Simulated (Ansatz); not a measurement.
# CH₃Ga (triplet): from Hartree-Fock to the top rungs at distance C1–Ga2 = 2.655 Å, cc-pVDZ

The task here is to estimate one member of a computed series from the others.

Program: Ansatz 0.2.0, Gaussian basis. Level of theory: cc-pVDZ, core rule «outside noble gas», up to 15 orbitals frozen. These are calculated values, not measurements.

The runs, in order: UHF; CCSD(T) on ROHF; CCSD(T) on UHF; BCCD(T) on ROHF; CISD; CCSDT(Q) on ROHF; CCSDT(Q) on UHF; CASSCF and MRCISD+Q, 4 electrons in 4 orbitals; CASSCF and NEVPT2, 4 electrons in 4 orbitals.

24 further runs of the same task are left out: 4 for a known fault of the program, 1 for a mislabelled method, 15 that didn't finish, 4 set aside as unsound or not needed.

## The geometry

The geometry derives from a PBE0/def2-TZVP stationary point (not a proven minimum). One bond is set to the value named and the two fragments are kept rigid. No spin-orbit coupling is included. The filled d shell of Ga may be among the frozen orbitals whatever the setting's name suggests; the logs give the count.

5 atoms, charge 0, spin multiplicity 3.

Atoms are counted from 1 here; the program's logs count them from 0.

Bond lengths: C1–H3 1.090 Å, C1–H4 1.087 Å, Ga2–H5 1.596 Å. Angles: H3–C1–H4 113.7°.

Set-up of the first run:

Contents of in.yaml:

```yaml
crystal:
  periodic: [false, false, false]
  atoms:
    - {symbol: C, position_ang: [0.000000, 0.118654, 2.207692]}
    - {symbol: Ga, position_ang: [0.000000, -0.043792, -0.442334]}
    - {symbol: H, position_ang: [0.000000, 1.069303, 2.740497]}
    - {symbol: H, position_ang: [0.000000, -0.749473, 2.861565]}
    - {symbol: H, position_ang: [0.000000, 1.295557, -1.311202]}
basis:
  gaussian: {orbitals: cc-pVDZ}
magnetization: {spin_polarized: true, initial_magnetization: 2}
hamiltonian: {xc: hf}
output: {orbitals: {seedname: orbitals}}
```

Started as:

```
> ansatz run in.yaml --threads 1 --pin off --events-out ev --progress --plain --max-ram 2393MiB
```

Steps of the session up to this table: UHF; CCSD(T) on ROHF; CCSD(T) on UHF; BCCD(T) on ROHF; CISD; CCSDT(Q) on ROHF; CCSDT(Q) on UHF; CASSCF and MRCISD+Q, 4 electrons in 4 orbitals; CASSCF and NEVPT2, 4 electrons in 4 orbitals.

One of the session's tables, all rows but one given; the rest of the session is left out.

It belongs to the step «Misses and costs». 

| method | from UCCSDT(Q) (kJ/mol) |
| --- | --- |
| ROHF | +581.5 |
| UHF | +528.2 |
| RMP2 | +116.5 |
| UMP2 | +128.1 |
| CISD | +65.2 |
| RCCSD | +22.0 |
| UCCSD | ? |
| RCCSD(T) | +5.2 |
| UCCSD(T) | +5.4 |
| BCCD(T) | +5.4 |
| RCCSDT | +1.6 |
| UCCSDT | +1.0 |
| RCCSDT(Q) | +0.4 |
| UCCSDT(Q) | 0 |
| CASSCF pair | +496.7 |
| NEVPT2 pair | +107.4 |
| MRCISD pair | +47.7 |
| MRCISD+Q pair | +6.5 |

Q: Estimate the row for UCCSD from the others.

**Answer.** from UCCSDT(Q) (kJ/mol): +18.9. In the column «from UCCSDT(Q) (kJ/mol)» it lies between MRCISD+Q pair (+6.5) and RCCSD (+22.0).

To keep in mind: Restricted and unrestricted rows rest on different reference determinants; where their highest levels disagree by more than a few hundredths of an eV, they describe different states and don't form one ladder.
